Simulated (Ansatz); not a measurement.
Input of an Ansatz 0.2.0 run:

File input.yaml:

```yaml
crystal:
  lattice:
    - [4.803758, 0.0, 0.0]
    - [0.0, 4.803758, 0.0]
    - [0.0, 0.0, 4.803758]
  atoms:
    - { symbol: In, position: [0.5, 0.5, 0.0] }
    - { symbol: In, position: [0.5, 0.0, 0.5] }
    - { symbol: In, position: [0.0, 0.5, 0.5] }
    - { symbol: Se, position: [0.0, 0.0, 0.0] }
hamiltonian:
  xc: pbe
  pseudopotentials: { kind: paw }
kpoints:
  mp_grid: { grid: [6, 6, 6] }
  band_path:
    path:
      - [[0.0, 0.0, 0.0], [0.0, 0.5, 0.0], [0.5, 0.5, 0.0], [0.0, 0.0, 0.0], [0.5, 0.5, 0.5], [0.0, 0.5, 0.0]]
      - [[0.5, 0.5, 0.0], [0.5, 0.5, 0.5]]
    npoints: 14
scf:
  occupations: { method: fermi_dirac, width: 0.05 }
  n_extra_bands: 10
output:
  forces: true
  stress: true
  eigenvalues: true
  fatbands: false
```

Potentials or basis: Ansatz PAW.

The run is started by

```console
$ ansatz run input.yaml --threads 2 --pin off --max-ram 5632MiB --backend cpu --events-out ev --progress --plain --runs-dir out
```

(1) Predict the pressure.

(2) Estimate the band gap on the k mesh.

## Answers

(1) -0.3 GPa.

(2) none (metal or under the smearing width).

Caveat: spin-orbit coupling is left out, which moves the levels of the heavy elements.
